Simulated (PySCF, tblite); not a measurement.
# C₄H₁₂GeS: geometry, infrared bands and NMR shifts

Aim: predict the infrared bands and NMR shifts of C₄H₁₂GeS (`C[C@@H](S)[C@@H](C)[GeH3]`).

Computed with tblite 0.8.0 and PySCF 2.14.0, with density-fitted response routines of our own, on a single molecule in the gas phase. Atoms count from 0, in the outputs and in this text.

## (1) Starting geometry

18 atoms, charge 0, multiplicity 1; geometry from: force field or distance geometry start.

Bonds of the start (Å): C0–C1 1.52, C1–S2 1.80, C1–C3 1.50, C3–C4 1.51, C3–Ge5 1.92, C0–H6 1.12, C0–H7 1.08, C0–H8 1.11, C1–H9 1.12, S2–H10 1.44, C3–H11 1.12, C4–H12 1.10, C4–H13 1.09, C4–H14 1.11, Ge5–H15 1.56, Ge5–H16 1.57, Ge5–H17 1.55.

## (2) Geometry optimisation with GFN2-xTB

Job settings and geometry (Å):

```
{"job": {"kind": "relax", "xc": "GFN2-xTB", "basis": "xTB"}, "charge": 0, "multiplicity": 1}
C     -1.246000    -1.460000    -0.573500
C     -1.023100    -0.007200    -0.176600
S     -1.679200     0.385900     1.454700
C      0.411300     0.376400    -0.387800
C      0.747100     1.792000     0.004100
Ge     1.706500    -0.791200     0.422200
H     -2.212100    -1.522300    -1.135800
H     -0.376000    -1.775300    -1.139200
H     -1.335400    -2.106700     0.326900
H     -1.637700     0.577600    -0.902300
H     -2.753800     1.332700     1.351100
H      0.561700     0.315300    -1.496000
H      1.472200     2.175700    -0.727000
H     -0.175100     2.364600     0.048400
H      1.230500     1.761400     1.007700
H      2.732700     0.020400     1.274400
H      2.477700    -1.555500    -0.708600
H      1.089900    -1.877600     1.345700
```

Command:

```console
$ OMP_NUM_THREADS=1 python probes_run.py task.json out
```

The driver reads the jobs from task.json and runs them one after another.

**Question.** This job is followed by: GFN2-xTB harmonic vibrations, gas phase; GIAO PBE0/pcSseg-1 NMR shielding, non-relativistic, gas phase. What will the session give for the following? strongest single infrared mode (GFN2-xTB); zero-point energy (GFN2-xTB); 13C shifts against TMS (PBE0/pcSseg-1); 1H shifts against TMS (PBE0/pcSseg-1, means over atoms taken as alike); 33S shifts against CS2 (PBE0/pcSseg-1); 73Ge shifts against GeMe4 (PBE0/pcSseg-1).

**Answer**, as computed:

```
                                                              quantity                                   value
                             strongest single infrared mode (GFN2-xTB)                   2058 cm⁻¹, 472 km/mol
                                          zero-point energy (GFN2-xTB)                           88.4 kcal/mol
                                13C shifts against TMS (PBE0/pcSseg-1)              47.9, 38.8, 23.9, 19.8 ppm
1H shifts against TMS (PBE0/pcSseg-1, means over atoms taken as alike)  3.56, 3.00, 2.40, 1.77, 1.40, 1.28 ppm
                                33S shifts against CS2 (PBE0/pcSseg-1)                                 -61 ppm
                             73Ge shifts against GeMe4 (PBE0/pcSseg-1)                                -241 ppm
```

In words: Over 210 steps the energy fell by 0.919 eV; of the close pairs, S2–H10 changed most, 1.436 to 1.331 Å. No mode is imaginary among the 48: a minimum at this level. The strongest single mode, at 2058 cm⁻¹, is spread over several atoms, H15, H17, H16 among them. GFN2-xTB is a fitted tight-binding method: band positions and strengths are rough. Its intensities can rank the bands wrongly. At PBE0/pcSseg-1: The widest tensor belongs to S2: span 410 ppm, with a paramagnetic part of -493 ppm. Spin-orbit coupling is left out, which matters for shieldings and couplings at and beside the heavy atoms.
